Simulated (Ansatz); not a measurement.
# Pr3Mo: the cost of one run

Program: Ansatz 0.2.0. Level of theory: DFT PBE, scalar-relativistic, plane waves, PAW; 4f electrons in the core of a trivalent norm-conserving potential. These are calculated values, not measurements.

## (1) The starting structure

Symmetry: P4/mmm, No. 123, tetragonal system. Conventional cell: a = 5.563 Å, b = 5.563 Å, c = 4.524 Å, α = 90.00°, β = 90.00°, γ = 90.00°. Pr (site symmetry 4/mmm) is surrounded by 8 Pr at 3.58 Å and 4 Mo at 3.93 Å. Pr (site symmetry mmm) has 8 Pr at 3.58 to 3.93 Å and 4 Mo at 3.58 Å in its first shell of neighbours. Around Mo (site symmetry 4/mmm) lie 12 Pr at 3.58 to 3.93 Å.

Coordinates:

```
Pr Mo
1.0
     5.56280    0.00000    0.00000
     0.00000    5.56280    0.00000
     0.00000    0.00000    4.52372
Pr Mo
3 1
Cartesian
  0.0000 0.0000 0.0000
  2.7814 0.0000 2.2619
  0.0000 2.7814 2.2619
  2.7814 2.7814 0.0000
```

A structure generator made this guess: species swapped into a database cell of TmMg3 (P4/mmm, No. 123), with Mo on the Tm sites and Pr on the Mg sites. The dimensions are guesses.

## (2) Probe: one point on a coarse mesh

Contents of input.yaml:

```yaml
crystal:
  lattice:
    - [5.5628007, 0.0, 0.0]
    - [0.0, 5.5628007, 0.0]
    - [0.0, 0.0, 4.52372003]
  atoms:
    - { symbol: Pr, position: [0.0, 0.0, 0.0] }
    - { symbol: Pr, position: [0.5, 0.0, 0.5] }
    - { symbol: Pr, position: [0.0, 0.5, 0.5] }
    - { symbol: Mo, position: [0.5, 0.5, 0.0] }
basis:
  ecutwfc: 660
kpoints:
  mp_grid: { grid: [4, 4, 4] }
hamiltonian:
  xc: pbe
  pseudopotentials:
    kind: paw
    azcp: { Pr: "pseudopotentials/pbe/nc/lanthanide_3plus/Pr.nc.azcp" }
scf:
  occupations: { method: gaussian, width: 0.1 }
  lower_state_search: "off"
output:
  forces: true
  stress: true
  eigenvalues: true
```

The run is started by

```console
$ ansatz run input.yaml --threads 1 --pin off --max-ram 2560MiB --backend cpu --events-out ev --progress --plain --runs-dir out
```

What time and memory should one allow on 1 thread of AMD EPYC (Zen 3), shared host?

About 23 s, with a peak of 0.48 GiB.
